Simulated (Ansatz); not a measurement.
**SnH3Cl (SMILES [Cl][SnH3]) at CCSDT(Q)/STO-3G**

Aim: the vertical singlet–triplet gap of SnH3Cl at CCSDT(Q)/STO-3G, from 2 runs. 

The calculation is run with Ansatz 0.2.0.

59 further runs of the same task are left out: 8 that didn't finish, 51 set aside as unsound or not needed.

## Step 1: The structure to begin with

The species is SnH3Cl (5 atoms), meant as a singlet with charge 0. As SMILES, `[Cl][SnH3]`. The coordinates come from a PBE0-D4/def2-TZVP relaxation.

Bond lengths: Cl1–Sn2 2.334 Å, Sn2–H3 1.700 Å, Sn2–H4 1.700 Å, Sn2–H5 1.700 Å. Angles: Cl1–Sn2–H3 106.1°, Cl1–Sn2–H4 106.1°, Cl1–Sn2–H5 106.1°, H3–Sn2–H4 112.7°, H3–Sn2–H5 112.7°, H4–Sn2–H5 112.7°.

## Step 2: The energy at CCSDT(Q)/STO-3G

Input file run.yaml:

```yaml
crystal:
  periodic: [false, false, false]
  atoms:
    - symbol: Cl
      position_ang: [-1.839400, 0.332400, 1.029900]
    - symbol: Sn
      position_ang: [0.168900, -0.044500, -0.097500]
    - symbol: H
      position_ang: [-0.120500, 0.362900, -1.722400]
    - symbol: H
      position_ang: [0.522700, -1.694200, 0.111100]
    - symbol: H
      position_ang: [1.318200, 0.969900, 0.637400]
basis:
  gaussian:
    orbitals: STO-3G
correlation:
  method: ccsdt_q
  frozen_orbitals: {Cl: 5, H: 0, Sn: 18}
accuracy: high
scf:
  omitted_lower_state_checks: [cluster_reference, increment]
```

Command:

```
$ ansatz run run.yaml --threads 1 --pin off --max-ram 2610MiB --events-out events.jsonl --progress --plain --runs-dir runs
```

The program printed, cut to the lines that bear on the results:

```text
Warning: RAYON_NUM_THREADS=1 ignored (pool sized by the plan → 1); use --threads N
Functional definition: HF
  name "HF"
[...]
710 factors; integrals over basis functions are off by at most 7.3e-9 eV
[...]
mean field -174688.80582630 eV, -6419.6952057910 hartree, gradient 1.5e-8 eV, S^2 0.000000; 0 other end points of the search recorded, 0 dependent functions left out
23 core orbitals not correlated: weight in the atoms' cores, before any rotation towards them, 1.000 or more for the frozen orbitals, at most 0.000 for the correlated occupied ones
reference -174688.80582630 eV, -6419.6952057910 hartree; 12, 12 occupied and 4, 4 virtual orbitals, 710 factors
second order -1.08020055 eV of doubles, -0.00000000 eV of singles
cycle   1  -1.41356341 eV  change   -3.3e-1 eV  update   5.5e-2
[...]
cycle  18  -1.63118977 eV  change   6.2e-10 eV  update   3.0e-9
perturbative correction -0.00056541 eV, -0.0000207783 hartree
Total energy: -174690.43758148 eV, -6419.7551716879 hartree
Checks for a lower state left out: cluster_reference, increment
```

Run time: 1.2 s. Hardware: 1 thread of Arm Neoverse V1, shared host; peak memory 0.1 GiB.

## Step 3: The triplet at the same level

Input file molecule.yaml:

```yaml
crystal:
  periodic: [false, false, false]
  atoms:
    - symbol: Cl
      position_ang: [-1.839400, 0.332400, 1.029900]
    - symbol: Sn
      position_ang: [0.168900, -0.044500, -0.097500]
    - symbol: H
      position_ang: [-0.120500, 0.362900, -1.722400]
    - symbol: H
      position_ang: [0.522700, -1.694200, 0.111100]
    - symbol: H
      position_ang: [1.318200, 0.969900, 0.637400]
basis:
  gaussian: {orbitals: STO-3G}
magnetization: {spin_polarized: true, initial_magnetization: 2}
correlation: {method: ccsdt_q, frozen_orbitals: {Cl: 5, H: 0, Sn: 18}}
accuracy: high
scf: {omitted_lower_state_checks: [cluster_reference, increment]}
```

Command:

```
$ ansatz run molecule.yaml --threads 1 --pin off --max-ram 2610MiB --events-out events.jsonl --progress --plain --runs-dir runs
```

The program printed, cut to the lines that bear on the results:

```text
Warning: RAYON_NUM_THREADS=1 ignored (pool sized by the plan → 1); use --threads N
Functional definition: HF
  name "HF"
[...]
710 factors; integrals over basis functions are off by at most 7.3e-9 eV
[...]
mean field -174680.36114832 eV, -6419.3848695995 hartree, gradient 1.1e-8 eV, S^2 2.007418; 18 other end points of the search recorded, 0 dependent functions left out
23 core orbitals not correlated: weight in the atoms' cores, before any rotation towards them, 1.000 or more for the frozen orbitals, at most 0.000 for the correlated occupied ones
reference -174680.36114832 eV, -6419.3848695995 hartree; 13, 11 occupied and 3, 5 virtual orbitals, 710 factors
second order -0.93312664 eV of doubles, -0.00000000 eV of singles
cycle   1  -1.26296796 eV  change   -3.3e-1 eV  update   5.6e-2
[...]
cycle  73  -1.51909317 eV  change    1.3e-9 eV  update   2.9e-9
perturbative correction -0.00049855 eV, -0.0000183214 hartree
Total energy: -174681.88074005 eV, -6419.4407135654 hartree
Checks for a lower state left out: cluster_reference, increment
```

It took 20 s on 1 thread of Arm Neoverse V1, shared host; peak memory 0.26 GiB.

## Step 4: What came out

At CCSDT(Q)/STO-3G, 23 core orbitals frozen:

```
                                             quantity           value
                                singlet: total energy  -6419.75517 Eh
singlet: correlation energy (23 core orbitals frozen)       -60.0 mEh
                               singlet: T1 diagnostic           0.004
                                triplet: total energy  -6419.44071 Eh
triplet: correlation energy (23 core orbitals frozen)       -55.8 mEh
           triplet: ⟨S²⟩ of the reference determinant           2.007
                               triplet: T1 diagnostic           0.011
     vertical energy of the triplet above the singlet        8.557 eV
```

At this shape the triplet lies 8.56 eV (826 kJ/mol) above the singlet. In a minimal basis such a difference can be off by several eV, whatever the method. Relativity is left out (singlet) although the molecule holds a heavy atom. Relativity is left out (triplet) although the molecule holds a heavy atom.
